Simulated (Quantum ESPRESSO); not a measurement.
A run of Quantum ESPRESSO 7.5:

Contents of pw.in:

```
&CONTROL
  calculation = 'scf'
  prefix = 'pwscf'
  outdir = './tmp'
  pseudo_dir = './pseudo'
  tprnfor = .true.
  tstress = .true.
  disk_io = 'low'
  verbosity = 'high'
/
&SYSTEM
  ibrav = 0
  nat = 6
  ntyp = 2
  ecutwfc = 45
  ecutrho = 360
  nbnd = 16
  input_dft = 'pbe'
  occupations = 'smearing'
  smearing = 'gaussian'
  degauss = 0.00734986
  vdw_corr = 'grimme-d3'
  dftd3_version = 4
/
&ELECTRONS
  conv_thr = 1.2d-09
  electron_maxstep = 120
  mixing_beta = 0.1
/
ATOMIC_SPECIES
Be     9.0122 be_lda_v1.4.uspp.F.UPF
B     10.8100 b_lda_v1.4.uspp.F.UPF
CELL_PARAMETERS angstrom
   0.0000000000    2.7742185400    2.7742185400
   2.7742185400    0.0000000000    2.7742185400
   2.7742185400    2.7742185400    0.0000000000
ATOMIC_POSITIONS angstrom
Be     0.0000000000    0.0000000000    0.0000000000
B      4.1613278100    4.1613278100    4.1613278100
B      3.4677731750    3.4677731750    2.0806639050
B      3.4677731750    2.0806639050    3.4677731750
B      2.0806639050    3.4677731750    3.4677731750
B      2.0806639050    2.0806639050    2.0806639050
K_POINTS automatic
12 12 12 0 0 0
```

Contents of pp_density.in:

```
&INPUTPP
  prefix = 'pwscf'
  outdir = './tmp'
  filplot = 'density.dat'
  plot_num = 0
/
&PLOT
  nfile = 1
  filepp(1) = 'density.dat'
  iflag = 3
  output_format = 6
  fileout = 'density.cube'
/
```

File pp_potential.in:

```
&INPUTPP
  prefix = 'pwscf'
  outdir = './tmp'
  filplot = 'potential.dat'
  plot_num = 11
/
&PLOT
  nfile = 1
  filepp(1) = 'potential.dat'
  iflag = 3
  output_format = 6
  fileout = 'potential.cube'
/
```

Contents of bands.in:

```
&CONTROL
  calculation = 'bands'
  prefix = 'pwscf'
  outdir = './tmp'
  pseudo_dir = './pseudo'
  disk_io = 'low'
  verbosity = 'high'
/
&SYSTEM
  ibrav = 0
  nat = 6
  ntyp = 2
  ecutwfc = 45
  ecutrho = 360
  nbnd = 16
  input_dft = 'pbe'
  occupations = 'smearing'
  smearing = 'gaussian'
  degauss = 0.00734986
  vdw_corr = 'grimme-d3'
  dftd3_version = 4
/
&ELECTRONS
  conv_thr = 1d-08
  electron_maxstep = 120
  mixing_beta = 0.1
  diago_full_acc = .true.
/
ATOMIC_SPECIES
Be     9.0122 be_lda_v1.4.uspp.F.UPF
B     10.8100 b_lda_v1.4.uspp.F.UPF
CELL_PARAMETERS angstrom
   0.0000000000    2.7742185400    2.7742185400
   2.7742185400    0.0000000000    2.7742185400
   2.7742185400    2.7742185400    0.0000000000
ATOMIC_POSITIONS angstrom
Be     0.0000000000    0.0000000000    0.0000000000
B      4.1613278100    4.1613278100    4.1613278100
B      3.4677731750    3.4677731750    2.0806639050
B      3.4677731750    2.0806639050    3.4677731750
B      2.0806639050    3.4677731750    3.4677731750
B      2.0806639050    2.0806639050    2.0806639050
K_POINTS crystal
60
 0.0000000000  0.0000000000  0.0000000000 1
 0.0625000000  0.0000000000  0.0625000000 1
 0.1250000000  0.0000000000  0.1250000000 1
 0.1875000000  0.0000000000  0.1875000000 1
 0.2500000000  0.0000000000  0.2500000000 1
 0.3125000000  0.0000000000  0.3125000000 1
 0.3750000000  0.0000000000  0.3750000000 1
 0.4375000000  0.0000000000  0.4375000000 1
 0.5000000000  0.0000000000  0.5000000000 1
 0.5000000000  0.0625000000  0.5625000000 1
 0.5000000000  0.1250000000  0.6250000000 1
 0.5000000000  0.1875000000  0.6875000000 1
 0.5000000000  0.2500000000  0.7500000000 1
 0.4375000000  0.3125000000  0.7500000000 1
 0.3750000000  0.3750000000  0.7500000000 1
 0.3375000000  0.3375000000  0.6750000000 1
 0.3000000000  0.3000000000  0.6000000000 1
 0.2625000000  0.2625000000  0.5250000000 1
 0.2250000000  0.2250000000  0.4500000000 1
 0.1875000000  0.1875000000  0.3750000000 1
 0.1500000000  0.1500000000  0.3000000000 1
 0.1125000000  0.1125000000  0.2250000000 1
 0.0750000000  0.0750000000  0.1500000000 1
 0.0375000000  0.0375000000  0.0750000000 1
 0.0000000000  0.0000000000  0.0000000000 1
 0.0625000000  0.0625000000  0.0625000000 1
 0.1250000000  0.1250000000  0.1250000000 1
 0.1875000000  0.1875000000  0.1875000000 1
 0.2500000000  0.2500000000  0.2500000000 1
 0.3125000000  0.3125000000  0.3125000000 1
 0.3750000000  0.3750000000  0.3750000000 1
 0.4375000000  0.4375000000  0.4375000000 1
 0.5000000000  0.5000000000  0.5000000000 1
 0.5250000000  0.4500000000  0.5250000000 1
 0.5500000000  0.4000000000  0.5500000000 1
 0.5750000000  0.3500000000  0.5750000000 1
 0.6000000000  0.3000000000  0.6000000000 1
 0.6250000000  0.2500000000  0.6250000000 1
 0.5833333333  0.2500000000  0.6666666667 1
 0.5416666667  0.2500000000  0.7083333333 1
 0.5000000000  0.2500000000  0.7500000000 1
 0.5000000000  0.2857142857  0.7142857143 1
 0.5000000000  0.3214285714  0.6785714286 1
 0.5000000000  0.3571428571  0.6428571429 1
 0.5000000000  0.3928571429  0.6071428571 1
 0.5000000000  0.4285714286  0.5714285714 1
 0.5000000000  0.4642857143  0.5357142857 1
 0.5000000000  0.5000000000  0.5000000000 1
 0.4821428571  0.4821428571  0.5357142857 1
 0.4642857143  0.4642857143  0.5714285714 1
 0.4464285714  0.4464285714  0.6071428571 1
 0.4285714286  0.4285714286  0.6428571429 1
 0.4107142857  0.4107142857  0.6785714286 1
 0.3928571429  0.3928571429  0.7142857143 1
 0.3750000000  0.3750000000  0.7500000000 1
 0.6250000000  0.2500000000  0.6250000000 1
 0.5937500000  0.1875000000  0.5937500000 1
 0.5625000000  0.1250000000  0.5625000000 1
 0.5312500000  0.0625000000  0.5312500000 1
 0.5000000000  0.0000000000  0.5000000000 1
```

Potentials or basis: GBRV 1.5 LDA.

The run is started by

```bash
$ OMP_NUM_THREADS=1 pw.x -in pw.in > pw.out
$ OMP_NUM_THREADS=1 pp.x -in pp_density.in > pp_density.out
$ OMP_NUM_THREADS=1 pp.x -in pp_potential.in > pp_potential.out
$ OMP_NUM_THREADS=1 pw.x -in bands.in > bands.out
```

Hardware: 1 thread of AMD EPYC 9R45 (Zen 5), on a shared host.

Q: Estimate the wall time of this run.

A: Wall time 27 s on 1 thread of AMD EPYC 9R45 (Zen 5), on a shared host, peak memory 0.16 GiB. Counts: scf iterations 13, k pools 1, bands 16, k points 72, g dense 33223.
